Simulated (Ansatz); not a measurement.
# ZnIn2O4: properties at the relaxed cell

An exercise on one series of results from a longer session: the logs are not shown, and one member is left open.

Program: Ansatz 0.2.0. Level of theory: DFT r2SCAN, scalar-relativistic, plane waves, PAW. These are calculated values, not measurements.

### The starting structure

The structure is cubic, space group Fd-3m (No. 227). Conventional cell: a = 8.925 Å, b = 8.925 Å, c = 8.925 Å, α = 90.00°, β = 90.00°, γ = 90.00°. Zn (site symmetry -43m) is surrounded by 4 O at 2.02 Å. In (site symmetry -3m) has 6 O at 2.18 Å in its first shell of neighbours. O (site symmetry 3m) has 1 Zn at 2.02 Å and 3 In at 2.18 Å in its first shell of neighbours.

Coordinates:

```xyz
14
Lattice="0.0000 4.4625 4.4625 4.4625 0.0000 4.4625 4.4625 4.4625 0.0000" Properties=species:S:1:pos:R:3 pbc="T T T"
Zn    2.2313    2.2313    2.2313
Zn    0.0000    0.0000    0.0000
In    3.3469    3.3469    5.5782
In    3.3469    5.5782    3.3469
In    5.5782    3.3469    3.3469
In    5.5782    5.5782    5.5782
O     3.4002    3.4002    3.4002
O     3.4002    5.5248    5.5248
O     5.5248    3.4002    5.5248
O     5.5248    5.5248    3.4002
O     5.6315    5.6315    7.7561
O     5.6315    7.7561    5.6315
O     7.7561    7.7561    7.7561
O     7.7561    5.6315    5.6315
```

It goes back to an entry of the Materials Project, which need not be the stable form.

This cell was relaxed beforehand with the same method: volume 12.70 Å³/atom, gap on the mesh 1.92 eV.

The first run:

File input.yaml:

```yaml
crystal:
  lattice:
    - [0.0, 4.4174466223, 4.4174466223]
    - [4.4174466223, 0.0, 4.4174466223]
    - [4.4174466223, 4.4174466223, 0.0]
  atoms:
    - { symbol: Zn, position: [0.25, 0.25, 0.25] }
    - { symbol: Zn, position: [0.0, 0.0, 0.0] }
    - { symbol: In, position: [0.625, 0.625, 0.125] }
    - { symbol: In, position: [0.625, 0.125, 0.625] }
    - { symbol: In, position: [0.125, 0.625, 0.625] }
    - { symbol: In, position: [0.625, 0.625, 0.625] }
    - { symbol: O, position: [0.3809747984, 0.3809747984, 0.3809747984] }
    - { symbol: O, position: [0.8570756049, 0.3809747984, 0.3809747984] }
    - { symbol: O, position: [0.3809747984, 0.8570756049, 0.3809747984] }
    - { symbol: O, position: [0.3809747984, 0.3809747984, 0.8570756049] }
    - { symbol: O, position: [0.8690252016, 0.8690252016, 0.3929243951] }
    - { symbol: O, position: [0.8690252016, 0.3929243951, 0.8690252016] }
    - { symbol: O, position: [0.8690252016, 0.8690252016, 0.8690252016] }
    - { symbol: O, position: [0.3929243951, 0.8690252016, 0.8690252016] }
basis:
  ecutwfc: 500
kpoints:
  mp_grid: { grid: [6, 6, 6] }
hamiltonian:
  xc: r2scan
scf:
  occupations: { method: gaussian, width: 0.02 }
output:
  forces: true
  stress: true
  eigenvalues: true
relax:
  adjacent_minimum: "off"
  f_tol: 0.01
  max_steps: 30
```

Command:

```bash
ansatz run input.yaml --threads 4 --pin off --max-ram 10240MiB --backend cpu --events-out ev --progress --plain --runs-dir out
```

Among the steps run: Point at V/V0 = 0.97; The cell scaled to 1.03 of its volume; The cell scaled to 0.94 of its volume; Volume × 1.06; The cell scaled to 0.91 of its volume; Point at V/V0 = 1.10; Volume × 0.88.

One table of the session follows, with a row left open; its other results are not shown here.

It belongs to the step «Energy against volume». 

```
volume (Å³/atom)  energy above the lowest point (meV/atom)  pressure (GPa)  gap on the mesh (eV)
          11.172                                     114.1           27.01                  2.52
          11.553                                      60.3           18.45                  2.36
          11.934                                      25.3           11.24                  2.21
          12.314                                       6.0            5.16                  2.07
          12.695                                       0.0            0.02                  1.92
          13.076                                         ?               ?                     ?
          13.457                                      20.0           -7.97                  1.66
          13.965                                      51.8          -11.96                  1.49
```

Estimate the missing values for volume (Å³/atom) = 13.076.

Worked estimate for «energy above the lowest point (meV/atom)». A straight line through the neighbours (12.695, 0.0) and (13.457, 20.0) gives 0.0 + (20.0 − 0.0) × (13.076 − 12.695) / (13.457 − 12.695) = 10.0; a parabola fitted to 4 rows on both sides gives 5.4.

The run gave: energy above the lowest point (meV/atom): 5.2; pressure (GPa): -4.31; gap on the mesh (eV): 1.79. In «energy above the lowest point (meV/atom)» the line misses by +4.8 and the parabola by +0.2.

Caveats from the session: Warnings in the runs' records: stress scf threshold loose.
